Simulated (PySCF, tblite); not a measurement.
# C4H7AlBrF: geometry, infrared bands and NMR shifts

What infrared bands and NMR shifts should C4H7AlBrF (`C=[C](CC)[Al]([F])[Br]`) show?

Programs: tblite 0.8.0 and PySCF 2.14.0, with density-fitted response routines of our own. Each step states its level of theory. These are calculated values for one molecule in the gas phase, unless marked as measured. Atoms count from 0, in the outputs and in this text.

### 1 The molecule as given

14 atoms, charge 0, multiplicity 1; geometry from: force field or distance geometry start.

Bonds of the start (Å): C0–C1 1.34, C1–C2 1.49, C2–C3 1.52, C1–Al4 2.00, Al4–F5 1.80, Al4–Br6 2.36, C0–H7 1.08, C0–H8 1.09, C2–H9 1.11, C2–H10 1.12, C3–H11 1.11, C3–H12 1.13, C3–H13 1.11.

### 2 Relaxing the molecule with GFN2-xTB

What the job is given:

```
{"job": {"kind": "relax", "xc": "GFN2-xTB", "basis": "xTB"}, "charge": 0, "multiplicity": 1}
C      0.859500    -0.180500    -1.666500
C      0.574300     0.189600    -0.415700
C     -0.765700     0.727000    -0.028500
C     -1.731500    -0.390000     0.333800
Al     1.947100    -0.082800     1.014400
F      3.552000    -0.772200     0.582500
Br     1.440800     0.460100     3.257800
H      1.824700    -0.587400    -1.927100
H      0.111800    -0.070000    -2.447500
H     -0.679900     1.424700     0.833600
H     -1.207600     1.309700    -0.879000
H     -2.723000     0.025000     0.617200
H     -1.341100    -0.963900     1.222000
H     -1.862000    -1.089800    -0.519200
```

Command:

```console
$ OMP_NUM_THREADS=1 python probes_run.py task.json out
```

One launch serves the whole session: the jobs run in the order shown.

**Question.** This job is followed by: GFN2-xTB harmonic vibrations, gas phase; GIAO PBE0/pcSseg-1 NMR shielding, non-relativistic, gas phase. What will the session give for the following? strongest single infrared mode (GFN2-xTB); zero-point energy (GFN2-xTB); ¹³C shifts against TMS (PBE0/pcSseg-1); ¹H shifts against TMS (PBE0/pcSseg-1, means over atoms taken as alike); ²⁷Al shifts against AlH4- (PBE0/pcSseg-1); ¹⁹F shifts against CFCl3 (PBE0/pcSseg-1); ⁷⁹Br shifts against HBr (PBE0/pcSseg-1).

As calculated:

| quantity | value |
| --- | --- |
| strongest single infrared mode (GFN2-xTB) | 793 cm⁻¹, 154 km/mol |
| zero-point energy (GFN2-xTB) | 62.6 kcal/mol |
| ¹³C shifts against TMS (PBE0/pcSseg-1) | 162.7, 140.5, 36.6, 21.1 ppm |
| ¹H shifts against TMS (PBE0/pcSseg-1, means over atoms taken as alike) | 6.41, 6.08, 2.35, 1.10 ppm |
| ²⁷Al shifts against AlH4- (PBE0/pcSseg-1) | 72.2 ppm |
| ¹⁹F shifts against CFCl3 (PBE0/pcSseg-1) | -146.3 ppm |
| ⁷⁹Br shifts against HBr (PBE0/pcSseg-1) | -67 ppm |

In words: The optimisation took 71 steps and gained 0.377 eV; among the close pairs (by a distance rule), Al4–F5 changed most, from 1.799 to 1.650 Å. All 36 modes are real, so the xTB geometry is a minimum. The strongest single mode, at 793 cm⁻¹, moves mainly F5 and Al4. GFN2-xTB is a fitted tight-binding method: band positions and strengths are rough. Its intensities can rank the bands wrongly. C1 (fully substituted alkene carbon) lies farthest downfield among carbon, at 162.7 ppm; as expected for a trigonal carbon in a double bond. At PBE0/pcSseg-1: The largest span, 613 ppm, is at Br6, where the paramagnetic term is -437 ppm. Spin-orbit coupling is left out, which matters for shieldings and couplings at and beside the heavy atoms.
